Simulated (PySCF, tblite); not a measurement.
# C₃H₇O₃S−: geometry, infrared bands and NMR shifts

Aim: predict the infrared bands and NMR shifts of C₃H₇O₃S− (`[CH2-]S(=O)(=O)OCC`).

Computed with tblite 0.8.0 and PySCF 2.14.0, with density-fitted response routines of our own, on a single molecule in the gas phase. Atoms count from 0, in the outputs and in this text.

### Step 1. The molecule as given

14 atoms, charge -1, multiplicity 1; geometry from: force field or distance geometry start.

Bonds of the start (Å): C0–S1 1.70, S1–O2 1.46, S1–O3 1.45, S1–O4 1.63, O4–C5 1.41, C5–C6 1.52, C0–H7 1.07, C0–H8 1.08, C5–H9 1.10, C5–H10 1.10, C6–H11 1.09, C6–H12 1.09, C6–H13 1.09.

### Step 2. Relaxing the molecule with GFN2-xTB

What the job is given:

```
{"job": {"kind": "relax", "xc": "GFN2-xTB", "basis": "xTB"}, "charge": -1, "multiplicity": 1}
C     -2.339000    -0.043600    -1.330400
S     -1.601000     0.117400     0.191100
O     -1.921400    -1.045600     1.009200
O     -1.794900     1.468500     0.679100
O     -0.049100    -0.033800    -0.267600
C      0.943300     0.041100     0.729700
C      2.307200    -0.112300     0.075200
H     -2.632900    -1.016100    -1.665300
H     -2.532300     0.845600    -1.906100
H      0.885900     1.008500     1.245700
H      0.790800    -0.758400     1.464200
H      3.102300    -0.067500     0.825000
H      2.368100    -1.072500    -0.436200
H      2.472400     0.668200    -0.670500
```

On the command line:

```console
$ OMP_NUM_THREADS=1 python probes_run.py task.json out
```

The driver reads the jobs from task.json and runs them one after another.

**Question.** This job is followed by: GFN2-xTB harmonic vibrations, gas phase; GIAO PBE0/pcSseg-1 NMR shielding, non-relativistic, gas phase. What will the session give for the following? strongest single infrared mode (GFN2-xTB); zero-point energy (GFN2-xTB); 13C shifts against TMS (PBE0/pcSseg-1); 1H shifts against TMS (PBE0/pcSseg-1, means over atoms taken as alike); 33S shifts against CS2 (PBE0/pcSseg-1); 17O shifts against H2O (PBE0/pcSseg-1, means over atoms taken as alike).

As calculated:

| quantity | value |
| --- | --- |
| strongest single infrared mode (GFN2-xTB) | 1173 cm⁻¹, 551 km/mol |
| zero-point energy (GFN2-xTB) | 63.4 kcal/mol |
| 13C shifts against TMS (PBE0/pcSseg-1) | 57.7, 34.8, 18.8 ppm |
| 1H shifts against TMS (PBE0/pcSseg-1, means over atoms taken as alike) | 4.20, 1.07, 0.93 ppm |
| 33S shifts against CS2 (PBE0/pcSseg-1) | 410 ppm |
| 17O shifts against H2O (PBE0/pcSseg-1, means over atoms taken as alike) | 228.4, 218.4 ppm |

In words: Relaxing lowered the energy by 0.697 eV in 45 steps; the close pair that moved most is S1–O4, from 1.625 to 1.752 Å. All 36 modes are real, so the xTB geometry is a minimum. The strongest single mode, at 1173 cm⁻¹, has its largest shares on S1, O3 and O2 (the list is cut at 3 atoms). Unscaled tight-binding wavenumbers are off by several per cent, some by more. Its intensities can rank the bands wrongly. C5 (sp3 CH2 bonded to O) lies farthest downfield among carbon, at 57.7 ppm; pulled downfield by the heteroatom. H9, H10 (mean) (hydrogen on an sp3 CH2 bonded to O) lies farthest downfield among hydrogen, at 4.20 ppm; its carbon carries O, which withdraws density. At PBE0/pcSseg-1: Shielding is most anisotropic at O4 (span 358 ppm, paramagnetic term -300 ppm).
